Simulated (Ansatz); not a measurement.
Consider an equation of state with a fit of Bi₂Te₃, space group R-3m (the Python package of Ansatz (0.2.0)).

Script `run_eos.py`:
```python
"""Equation of state of Bi2Te3."""

import ansatz as az
import numpy as np
from scipy.optimize import curve_fit

vectors0 = np.array([
    [2.193, 1.266129, 10.165667],
    [-2.193, 1.266129, 10.165667],
    [0.0, -2.532258, 10.165667],
])
sites = [
    ("Bi", [0.4, 0.4, 0.4]),
    ("Bi", [0.6, 0.6, 0.6]),
    ("Te", [0.0, 0.0, 0.0]),
    ("Te", [0.2095, 0.2095, 0.2095]),
    ("Te", [0.7905, 0.7905, 0.7905]),
]


def crystal_on(cell):
    crystal = az.Crystal(lattice=az.Lattice.of(cell))
    for symbol, position in sites:
        crystal = crystal.atom(symbol, position)
    return crystal

def vinet(v, e0, v0, b0, b1):
    eta = (v / v0) ** (1 / 3)
    return e0 + 2 * b0 * v0 / (b1 - 1) ** 2 * (2 - (5 + 3 * b1 * (eta - 1) - 3 * eta) * np.exp(-1.5 * (b1 - 1) * (eta - 1)))

# scale the volume, keep shape and fractions
volumes, energies = [], []
for scale in np.linspace(0.9, 1.1, 9):
    cell = vectors0 * scale ** (1 / 3)
    base = (
        crystal_on(cell).calculation()
        .functional("pbe")
        .pseudopotentials("paw")
        .occupations("fixed")
        .basis(500)
        .kpoints(6, 6, 6)
    )
    rep = base.run(threads=1, pin="off").report
    volumes.append(abs(np.linalg.det(cell)) / len(sites))
    energies.append(rep["free_energy_ev"] / len(sites))
    print(f"V = {volumes[-1]:8.4f} A^3/atom  F = {energies[-1]:.5f} eV/atom")

guess = (min(energies), volumes[int(np.argmin(energies))], 0.5, 4.5)
(e0, v0, b0, b1), _ = curve_fit(vinet, np.array(volumes), np.array(energies), p0=guess, maxfev=20000)
print(f"Vinet fit: V0 = {v0:.4f} A^3/atom, B0 = {160.21766 * b0:.1f} GPa, B1 = {b1:.2f}")
print("largest residual", round(1000 * float(np.abs(vinet(np.array(volumes), e0, v0, b0, b1) - energies).max()), 3), "meV/atom")
```

Where does the minimum lie against the volume typed, and how stiff is the crystal?

A third-order Birch-Murnaghan fit through the 9 points (the script's own form differs a little) has its minimum at 35.16 Å³ an atom, 3.8 % above the typed cell, with a bulk modulus of 47 GPa and dB/dP = 4.5. From that minimum the energy rises by 118.1 meV an atom on the compressed side and 16.4 meV on the expanded side.

The output:

Output of `python run_eos.py`:
```text
V =  30.4843 A^3/atom  F = -9146.71200 eV/atom
V =  31.3311 A^3/atom  F = -9146.75482 eV/atom
V =  32.1779 A^3/atom  F = -9146.78666 eV/atom
V =  33.0247 A^3/atom  F = -9146.80890 eV/atom
V =  33.8714 A^3/atom  F = -9146.82276 eV/atom
V =  34.7182 A^3/atom  F = -9146.82930 eV/atom
V =  35.5650 A^3/atom  F = -9146.82945 eV/atom
V =  36.4118 A^3/atom  F = -9146.82401 eV/atom
V =  37.2586 A^3/atom  F = -9146.81368 eV/atom
Vinet fit: V0 = 35.1568 A^3/atom, B0 = 46.8 GPa, B1 = 4.65
largest residual 0.007 meV/atom
```

Reading the output:
- Absolute energies stand on the zero of these potentials, so only differences at equal settings mean something.
- Shape and fractional positions are held along the curve, so the bulk modulus is an upper value where they are free to relax.
- For a gap this small the mesh is coarse, and bands can meet between its points.
- Spin-orbit coupling, which matters for elements this heavy, is left out.
- The starting cell is as deposited in a crystallographic database; the results hold for this polymorph, which needn't be the stable one.
- It ran for 110 s on 1 thread of Arm Neoverse V1 (shared host), peak memory 0.69 GiB.
